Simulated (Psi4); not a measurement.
**[FGaH3]− (SMILES [H][Ga-]([H])([H])[F]), step by step**

We compute a structure relaxation (singlet [FGaH3]−, PBEh-3c/def2-mSVP), then the energy (doublet FGaH3, UPBEh-3c/def2-mSVP), then a geometry optimisation (doublet FGaH3, UPBEh-3c/def2-mSVP), then the energy (singlet [FGaH3]−, PBEh-3c/def2-mSVP) of FGaH3 and its partners. 

The calculation is run with Psi4 1.11.

## Step 1: The system as given

[FGaH3]− has 5 atoms, charge -1, and is taken as a singlet. SMILES: `[H][Ga-]([H])([H])[F]`. Geometry: a GFN2-xTB relaxation, a rough one for these elements and not checked as a minimum. The run starts from this shape.

Bond lengths: Ga1–F2 1.780 Å, Ga1–H3 1.555 Å, Ga1–H4 1.553 Å, Ga1–H5 1.555 Å. Angles: F2–Ga1–H3 106.3°, F2–Ga1–H4 106.5°, F2–Ga1–H5 106.5°, H3–Ga1–H4 112.2°, H3–Ga1–H5 112.4°, H4–Ga1–H5 112.4°.

## Step 2: A structure relaxation at PBEh-3c/def2-mSVP (density fitting) (run 1)

Input file job.in:

```
memory 1.6 GB

molecule system {
  -1 1
  Ga    -0.00308025     0.00179524    -0.17402488
  F      0.02284679    -0.03567803     3.18881835
  H      2.81009834     0.02210980    -1.02054659
  H     -1.42046933     2.44575914    -0.97165938
  H     -1.40939554    -2.43398615    -1.02256860
  units au
  symmetry c1
}


result, w = optimize("pbeh-3c", return_wfn=True)
print_variables()
```

The run is started by

```
$ psi4 -i job.in -o job.out -n 1
```

job.out:

```text
Psi4 1.11 release

gradient() will perform analytic gradient computation.

   => Loading Basis Set <=

    Name: DEF2-MSVP
    Role: ORBITAL
    Keyword: BASIS

   => PBEH3C: Empirical Dispersion <=

        s6 =       1.000000
        s8 =       0.000000
        a1 =       0.486000
        a2 =       4.500000

[... 212 lines left out ...]
    Nuclear Repulsion Energy =            120.5804533410385346
[... 306 lines left out ...]
    Empirical Dispersion Energy =           0.0125192245388261
[... 258 lines left out ...]
 Dipole Z            :          1.2697087           -1.3562239           -0.0865152
[... 356 lines left out ...]
	  Convergence Criteria     1.00e-06 *    3.00e-04 *             o    1.20e-03 *             o
[... 322 lines left out ...]
  "SCF DIPOLE"                          =>      -0.000523666167 ... -0.062399335705 1 by 3
[... 3 lines left out ...]
    Psi4 run time: 0:00:11.02

[set-up sections that repeat, and orbital energies of the middle runs, are left out above]
```

The script printed:

```text
Optimizer: Optimization complete!
```

Wall time 12 s (1 thread of Intel Xeon 6975P-C (Granite Rapids), shared host); peak memory 0.4 GiB.

Step by step:

| step | energy from the first frame kept (eV) | largest force (eV/Å) |
| --- | --- | --- |
| 0 | 0.0000 | 0.9288 |
| 1 | -0.0828 | 0.1384 |
| 2 | -0.0838 | 0.1001 |
| 3 | -0.0843 | 0.0210 |
| 4 | -0.0843 | 0.0050 |

After the run. Bond lengths: Ga1–F2 1.812 Å, Ga1–H3 1.610 Å, Ga1–H4 1.610 Å, Ga1–H5 1.610 Å. Angles: F2–Ga1–H3 107.7°, F2–Ga1–H4 107.7°, F2–Ga1–H5 107.7°, H3–Ga1–H4 111.2°, H3–Ga1–H5 111.2°, H4–Ga1–H5 111.2°.

## Step 3: Doublet neutral FGaH3: a single-point energy at UPBEh-3c/def2-mSVP (density fitting) (run 2)

Input file input.in:

```
memory 1.6 GB

molecule m {
  0 2
  Ga
  F 1 1.812334
  H 1 1.610028 2 107.67985
  H 1 1.610018 3 111.19952 2 117.73269
  H 1 1.609992 4 111.21508 3 -124.51644
  units angstrom
  symmetry c1
}

set reference uks

result = energy("pbeh-3c")
print_variables()
```

The run is started by

```
$ psi4 input.in input.out -n 1
```

input.out:

```text
Psi4 1.11 release

   => Loading Basis Set <=

    Name: DEF2-MSVP
    Role: ORBITAL
    Keyword: BASIS

   => PBEH3C: Empirical Dispersion <=

        s6 =       1.000000
        s8 =       0.000000
        a1 =       0.486000
        a2 =       4.500000

         ---------------------------------------------------------
                                   SCF
                              UKS Reference
                        1 Threads,   1525 MiB Core
         ---------------------------------------------------------

[... 152 lines left out ...]
                           Total Energy        Delta E     RMS |[F,P]|
[... 11 lines left out ...]
   @DF-UKS iter  10: -2025.22429152990230   -3.66966e-06   6.91959e-06 DIIS
[... 10 lines left out ...]
   @DF-UKS iter  21: -2025.22430757602365   -1.09425e-07   2.91919e-06 DIIS
[... 69 lines left out ...]
    One-Electron Energy =               -3060.2935434685059590
[... 57 lines left out ...]
  "SCF TOTAL ENERGY"                    =>   -2025.224307610967
[... 5 lines left out ...]
  Array Variable Map:
  ----------------------------------------------------------------------------
  "CURRENT DIPOLE"                      =>      -0.003803867865 ... -0.988763396710 1 by 3
  "SCF DIPOLE"                          =>      -0.003803867865 ... -0.988763396710 1 by 3
  "SCF TOTAL ENERGIES"                  =>   -2021.420649753906 ... -2025.224307610967 1 by 23

    Psi4 run time: 0:00:06.14
```

Wall time 6.9 s (1 thread of Intel Xeon 6975P-C (Granite Rapids), shared host); peak memory 0.37 GiB.

## Step 4: Doublet neutral FGaH3: a structure relaxation at UPBEh-3c/def2-mSVP (density fitting) (run 3)

Input file job.inp:

```
memory 1600 mb

molecule molecule1 {
  0 2
  Ga
  F 1 1.812334
  H 1 1.610028 2 107.67985
  H 1 1.610018 3 111.19952 2 117.73269
  H 1 1.609992 4 111.21508 3 -124.51644
  units angstrom
  symmetry c1
}

set reference uks

e_tot, wfn = optimize('pbeh-3c', return_wfn=True)
```

The run is started by

```
$ psi4 -i job.inp -o job.out -n 1
```

job.out:

```text
Psi4 1.11 release

gradient() will perform analytic gradient computation.

   => Loading Basis Set <=

    Name: DEF2-MSVP
    Role: ORBITAL
    Keyword: BASIS

   => PBEH3C: Empirical Dispersion <=

        s6 =       1.000000
        s8 =       0.000000
        a1 =       0.486000
        a2 =       4.500000

[... 587 lines left out ...]
    Total Energy =                      -2025.2339625886404519
[... 1045 lines left out ...]
  Energy and wave function converged.
[... 1058 lines left out ...]
   @DF-UKS iter   4: -2025.25272195638445   -3.22166e-06   6.29217e-06 DIIS
[... 1042 lines left out ...]
                           Total Energy        Delta E     RMS |[F,P]|
[... 988 lines left out ...]
	  Convergence Criteria     1.00e-06 *    3.00e-04 *             o    1.20e-03 *             o
[... 13 lines left out ...]
    Final optimized geometry and variables:
    Molecular point group: c1
    Full point group: C1

    Geometry (in Angstrom), charge = 0, multiplicity = 2:

    GA
    F             1    1.736962
    H             1    2.605644      2   98.522818
    H             1    1.548645      3   87.324698      2  114.812401
    H             1    1.548415      4  129.893271      3  -84.559783

    Psi4 run time: 0:00:51.52

[set-up sections that repeat, and orbital energies of the middle runs, are left out above]
```

On the terminal:

```text
Optimizer: Optimization complete!
```

Run time: 53 s. Hardware: 1 thread of Intel Xeon 6975P-C (Granite Rapids), shared host; peak memory 0.41 GiB.

Step by step:

| step | energy from the first frame kept (eV) | largest force (eV/Å) |
| --- | --- | --- |
| 0 | 0.0000 | 3.2488 |
| 1 | -0.2627 | 2.2633 |
| 2 | -0.5428 | 1.3311 |
| 3 | -0.6947 | 0.7064 |
| 4 | -0.7440 | 0.4184 |
| 5 | -0.7045 | 0.5171 |
| 6 | -0.7442 | 0.2484 |
| 7 | -0.7597 | 0.1737 |
| 8 | -0.7627 | 0.1461 |
| 9 | -0.7732 | 0.0798 |
| 10 | -0.7794 | 0.0618 |
| 11 | -0.7827 | 0.0548 |
| 12 | -0.7854 | 0.0575 |
| 13 | -0.7878 | 0.0828 |
| 14 | -0.7899 | 0.0585 |
| 15 | -0.7903 | 0.0223 |
| 16 | -0.7903 | 0.0097 |

After the run. Bond lengths: Ga1–F2 1.737 Å, Ga1–H4 1.549 Å, Ga1–H5 1.548 Å. Angles: F2–Ga1–H4 114.9°, F2–Ga1–H5 115.1°, H4–Ga1–H5 129.9°.

## Step 5: The energy at PBEh-3c/def2-mSVP (density fitting) (run 4)

Input file fgah3.inp:

```
memory 1.6 GB

molecule geom {
  -1 1
  Ga    -0.028935     0.000568    -0.078812
  F     -0.017934    -0.018163     1.658014
  H      2.545426     0.012781    -0.481181
  H     -0.062083     1.411593    -0.716158
  H     -0.060462    -1.393856    -0.751252
  units angstrom
  symmetry c1
}


energy_value = energy('pbeh-3c')
print_variables()
```

The run is started by

```
$ psi4 -i fgah3.inp -o fgah3.out -n 1
```

fgah3.out:

```text
Psi4 1.11 release

   => Loading Basis Set <=

    Name: DEF2-MSVP
    Role: ORBITAL
    Keyword: BASIS

   => PBEH3C: Empirical Dispersion <=

        s6 =       1.000000
        s8 =       0.000000
        a1 =       0.486000
        a2 =       4.500000

         ---------------------------------------------------------
                                   SCF
                              RKS Reference
                        1 Threads,   1525 MiB Core
         ---------------------------------------------------------

[... 97 lines left out ...]
    Weights Tolerance      =       1.00E-15
[... 61 lines left out ...]
   @DF-RKS iter   5: -2025.31191472824116   -8.01957e-03   1.21376e-03 DIIS/ADIIS
[... 35 lines left out ...]
    Final Occupation by Irrep:
[... 14 lines left out ...]
    VV10 Nonlocal Energy =                  0.0000000000000000
[... 44 lines left out ...]
  "SCF TOTAL ENERGY"                    =>   -2025.316002890542
[... 5 lines left out ...]
  Array Variable Map:
  ----------------------------------------------------------------------------
  "CURRENT DIPOLE"                      =>      -2.371968194506 ... 0.246459530620 1 by 3
  "SCF DIPOLE"                          =>      -2.371968194506 ... 0.246459530620 1 by 3
  "SCF TOTAL ENERGIES"                  =>   -2021.348412863605 ... -2025.316002890542 1 by 11

    Psi4 run time: 0:00:03.37
```

It took 4.2 s on 1 thread of Intel Xeon 6975P-C (Granite Rapids), shared host; peak memory 0.37 GiB.

## Step 6: Summary of results

| quantity | value |
| --- | --- |
| run 1, PBEh-3c/def2-mSVP: total energy at the end | -2025.39585 Eh |
| run 1, PBEh-3c/def2-mSVP: HOMO energy | -2.89 eV |
| run 1, PBEh-3c/def2-mSVP: LUMO energy | 6.93 eV |
| run 1, PBEh-3c/def2-mSVP: HOMO–LUMO gap | 9.83 eV |
| doublet neutral FGaH3, run 2: total energy | -2025.22431 Eh |
| doublet neutral FGaH3, run 2: dipole moment | 2.89 D |
| doublet neutral FGaH3, run 2: HOMO energy (highest over α and β) | -9.06 eV |
| doublet neutral FGaH3, run 2: LUMO energy (lowest over α and β) | -6.40 eV |
| doublet neutral FGaH3, run 2: ⟨S²⟩ | 0.763 |
| doublet neutral FGaH3, run 3: total energy at the end | -2025.25335 Eh |
| doublet neutral FGaH3, run 3: dipole moment | 2.10 D |
| doublet neutral FGaH3, run 3: HOMO energy (highest over α and β) | -9.75 eV |
| doublet neutral FGaH3, run 3: LUMO energy (lowest over α and β) | -2.66 eV |
| doublet neutral FGaH3, run 3: ⟨S²⟩ | 0.750 |
| run 4, PBEh-3c/def2-mSVP: total energy | -2025.31600 Eh |
| run 4, PBEh-3c/def2-mSVP: HOMO energy | -0.23 eV |
| run 4, PBEh-3c/def2-mSVP: LUMO energy | 5.13 eV |
| run 4, PBEh-3c/def2-mSVP: HOMO–LUMO gap | 5.36 eV |
| adiabatic ionisation energy (to the doublet neutral, no zero-point term) | 3.877 eV |

In words: The adiabatic ionisation energy (to the doublet neutral, no zero-point term) is 3.88 eV (374 kJ/mol). The second species lost a bond as it relaxed, so this leads to another structure. The optimisation (run 1, PBEh-3c/def2-mSVP) took 5 steps and changed the energy by -0.084 eV. The optimisation (doublet neutral FGaH3, run 3) took 17 steps and changed the energy by -0.790 eV. Bonds broke or formed on the way.
